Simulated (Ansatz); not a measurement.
The system is AlW3C4.

```
W Al C
1.0
     2.83236    0.00000    0.00000
     0.00000    2.94741    0.00000
     0.00000    0.00000   10.13795
W Al C
3 1 4
Cartesian
  0.0000 1.4737 5.0858
  0.0000 0.0000 2.5481
  0.0000 1.4737 0.0191
  0.0000 0.0000 7.4909
  1.4162 0.0000 9.3829
  1.4162 1.4737 6.7082
  1.4162 0.0000 4.2343
  1.4162 1.4737 1.7036
```

The cell comes from a database or a generator and needn't be the stable form of this composition.

Base run:

| Item | Value |
| --- | --- |
| Program | Ansatz 0.2.0 |
| Functional | LDA |
| Potentials or basis | Ansatz PAW |
| Cutoff | 420 eV |
| Density cutoff | 1680 eV |
| k mesh | 9 × 9 × 3 |
| Occupations | gaussian, width 0.1 eV |
| Spin | no spin polarisation |

Its results: band gap on the k mesh none (metal or under the smearing width); pressure -14.8 GPa; largest force 0.428 eV/Å.

The run is repeated on the same cell with these changes: functional from LDA to RPBE; occupations from gaussian, width 0.1 eV to gaussian, width 0.05 eV. What comes out?

Band gap on the k mesh none (metal or under the smearing width); pressure 2.1 GPa; largest force 0.088 eV/Å.

Caveats: the PAW data sets come from PBE, with cores solved anew for the run's functional, which leaves a small shift of forces and pressure; the potentials were made for another functional, which shifts forces and pressure (some runs).

Not every run made on this cell is shown here.
